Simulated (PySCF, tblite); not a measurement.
# C5H9FOSi: geometry, infrared bands and NMR shifts

Aim: predict the infrared bands and NMR shifts of C5H9FOSi (`C=C[C@@H]1CCO[Si@H]1F`).

The runs use tblite 0.8.0 and PySCF 2.14.0, with density-fitted response routines of our own; the level of theory stands in each step. All values are computed, except where a source is named. Atoms count from 0, in the outputs and in this text.

### 1 The starting structure

17 atoms, charge 0, multiplicity 1; geometry from: force field or distance geometry start.

Bonds of the start (Å): C0–C1 1.36, C1–C2 1.50, C2–C3 1.56, C3–C4 1.54, C4–O5 1.44, O5–Si6 1.69, Si6–F7 1.61, Si6–C2 1.93, C0–H8 1.09, C0–H9 1.07, C1–H10 1.08, C2–H11 1.10, C3–H12 1.10, C3–H13 1.09, C4–H14 1.10, C4–H15 1.10, Si6–H16 1.48.

### 2 Relaxing the molecule with GFN2-xTB

Job settings and geometry (Å):

```
{"job": {"kind": "relax", "xc": "GFN2-xTB", "basis": "xTB"}, "charge": 0, "multiplicity": 1}
C      2.651300    -0.837400     0.415800
C      1.672800    -0.058100    -0.109800
C      0.232900    -0.191700     0.271300
C     -0.672800    -0.500400    -0.964100
C     -2.107300    -0.075100    -0.591700
O     -2.079000     1.224500     0.020900
Si    -0.648600     1.410800     0.896900
F     -0.959200     1.253900     2.464800
H      2.434500    -1.612000     1.148900
H      3.674200    -0.707800     0.119300
H      1.952900     0.692600    -0.834900
H      0.067300    -0.962400     1.034900
H     -0.636000    -1.568600    -1.210800
H     -0.333400     0.060900    -1.837100
H     -2.731000    -0.005500    -1.496700
H     -2.578300    -0.784700     0.103700
H      0.052800     2.673000     0.558700
```

Run with:

```
OMP_NUM_THREADS=1 python probes_run.py task.json out
```

The driver reads the jobs from task.json and runs them one after another.

**Question.** This job is followed by: GFN2-xTB harmonic vibrations, gas phase; GIAO PBE0/pcSseg-1 NMR shielding, non-relativistic, gas phase. Predict these results of the whole session: strongest single infrared mode (GFN2-xTB); zero-point energy (GFN2-xTB); ¹³C shifts against TMS (PBE0/pcSseg-1); ¹H shifts against TMS (PBE0/pcSseg-1); ¹⁷O shifts against H2O (PBE0/pcSseg-1); ²⁹Si shifts against TMS (PBE0/pcSseg-1); ¹⁹F shifts against CFCl3 (PBE0/pcSseg-1).

**Answer**, as computed:

| quantity | value |
| --- | --- |
| strongest single infrared mode (GFN2-xTB) | 2437 cm⁻¹, 236 km/mol |
| zero-point energy (GFN2-xTB) | 82.0 kcal/mol |
| ¹³C shifts against TMS (PBE0/pcSseg-1) | 145.8, 120.3, 70.6, 39.3, 38.8 ppm |
| ¹H shifts against TMS (PBE0/pcSseg-1) | 5.90, 5.47, 5.23, 4.85, 4.39, 4.31, 2.17, 2.07, 1.83 ppm |
| ¹⁷O shifts against H2O (PBE0/pcSseg-1) | 81.0 ppm |
| ²⁹Si shifts against TMS (PBE0/pcSseg-1) | 1.9 ppm |
| ¹⁹F shifts against CFCl3 (PBE0/pcSseg-1) | -164.0 ppm |

What this shows: Relaxing lowered the energy by 0.230 eV in 79 steps; the close pair that moved most is O5–Si6, from 1.688 to 1.623 Å. No mode is imaginary among the 45: a minimum at this level. The strongest single mode, at 2437 cm⁻¹, moves mainly H16. Unscaled tight-binding wavenumbers are off by several per cent, some by more. Its intensities can rank the bands wrongly. The most deshielded carbon is C1 (alkene CH), at 145.8 ppm: the olefinic region. The most deshielded hydrogen is H10 (hydrogen on an alkene CH), at 5.90 ppm: attached to an sp2 carbon and in the plane of the double bond. At PBE0/pcSseg-1: The widest tensor belongs to C1: span 228 ppm, with a paramagnetic part of -214 ppm.
